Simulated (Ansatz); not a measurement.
**AlBr₂F: a ladder of functionals and wavefunction methods**

How much do the methods differ for AlBr₂F? The plan is to run it at one geometry with functionals of several rungs and with coupled cluster. The yardstick is the atomisation energy at the CCSD(T) limit.

Computed with Ansatz 0.2.0, Gaussian basis. Level: functionals in def2-TZVPP, the program's frozen cores in correlated methods.

Levels to be run: LDA (SPW92), PBE-D4, revPBE-D4, BLYP-D4, r2SCAN-D4, B97M-V, PBE0-D4, B3LYP-D4, r2SCANh-D4, r2SCAN0-D4, HSE06-D4, BHLYP-D4, CAM-B3LYP-D4, LC-ωPBE, ωB97X-V, ωB97M-V, B2PLYP, PBE-QIDH; CCSD(T)/def2-SVP; CCSD(T)/def2-TZVPP; MP2/def2-QZVPP; extrapolation to the limit; RPA on PBE.

## 1. Structure used throughout

The geometry comes from an earlier relaxation with PBE0-D4 in a triple-zeta def2 set; it is a stationary point.

SMILES `[F][Al]([Br])[Br]`, 4 atoms, charge 0, spin multiplicity 1.

Atoms are counted from 1 here; the program's logs count them from 0.

Bond lengths: F1–Al2 1.634 Å, Al2–Br3 2.222 Å, Al2–Br4 2.222 Å. Angles: F1–Al2–Br3 119.0°, F1–Al2–Br4 119.0°, Br3–Al2–Br4 122.1°.

## 2. LDA

This LDA is Slater exchange with PW92 correlation.

in.yaml reads:

```yaml
crystal:
  periodic: [false, false, false]
  atoms:
    - {symbol: F, position_ang: [0.011560, 0.585656, 1.653158]}
    - {symbol: Al, position_ang: [0.013604, 0.028871, 0.116754]}
    - {symbol: Br, position_ang: [1.421550, -1.599344, -0.436099]}
    - {symbol: Br, position_ang: [-1.391214, 0.924416, -1.354114]}
basis:
  gaussian: {orbitals: def2-TZVPP}
hamiltonian: {xc: lda}
output: {orbitals: {seedname: orbitals}}
```

The run is started by

```bash
$ ansatz run in.yaml --threads 4 --pin off --events-out ev --progress --plain --max-ram 10444MiB
```

Further steps of the session: PBE-D4 (GGA); revPBE-D4 (GGA); BLYP-D4 (GGA); r2SCAN-D4 (meta-GGA); B97M-V (meta-GGA); B3LYP-D4 (hybrid); r2SCANh-D4 (hybrid); r2SCAN0-D4 (hybrid); HSE06-D4 (hybrid); BHLYP-D4 (hybrid); CAM-B3LYP-D4 (range-separated); LC-ωPBE (range-separated); ωB97X-V (range-separated); ωB97M-V (range-separated); B2PLYP (double hybrid); PBE-QIDH (double hybrid); CCSD(T) in def2-SVP; CCSD(T) in def2-TZVPP; MP2 in def2-QZVPP; RPA on PBE orbitals.

**Question.** What will the summary of the whole plan be? Wanted: atomisation energy, CCSD(T)/CBS; farthest beyond LDA; mean size of error, GGA; mean size of error, meta-GGA; mean size of error, hybrid; mean size of error, range-separated; mean size of error, double hybrid; gap, smallest and largest; T1 diagnostic.

**Answer**, as computed:

| quantity | value |
| --- | --- |
| atomisation energy, CCSD(T)/CBS | 1368.6 kJ/mol |
| functionals within 13.7 kJ/mol (1.0 %) | r2SCAN-D4 |
| farthest beyond LDA | BHLYP-D4 (-92.1 kJ/mol) |
| mean size of error, GGA | 48.8 kJ/mol |
| mean size of error, meta-GGA | 15.4 kJ/mol |
| mean size of error, hybrid | 49.5 kJ/mol |
| mean size of error, range-separated | 39.9 kJ/mol |
| mean size of error, double hybrid | 38.8 kJ/mol |
| gap, smallest and largest | 5.13 eV (LDA (SPW92)), 12.32 eV (LC-ωPBE) |
| T1 diagnostic | 0.0083 |
| triples share of the correlation energy | 3.2 % |

**Reading.** LDA overbinds by 146.1 kJ/mol (11 %). PBE-D4 is off by -19.5 kJ/mol. Double hybrids carry the basis error of their MP2 part in triple zeta, and no dispersion term here, so their miss is partly the set-up's. Taken by rung, meta-GGA functionals do best (15.4 kJ/mol on average) and hybrid ones worst beyond LDA (49.5 kJ/mol). The mean of the hybrids holds BHLYP, with half exact exchange. RPA and LDA stand outside this count. The reference freezes the cores and leaves out relativity and excitations past (T), and its outer-core shells are covered unevenly, so misses under about 13.7 kJ/mol can't be ranked. All levels share the lack of spin-orbit coupling, which lowers the free heavy atoms and so the true binding. Hartree-Fock recovers 75 % of the binding; the rest is correlation. CCSD(T) in def2-SVP is off by -116.6 kJ/mol, which most functionals beat. The gap grows from 5.1 to 12.3 eV across the functionals, mostly with the share of exact exchange. Correlated methods include outer-core shells of Br, which these sets cover unevenly.
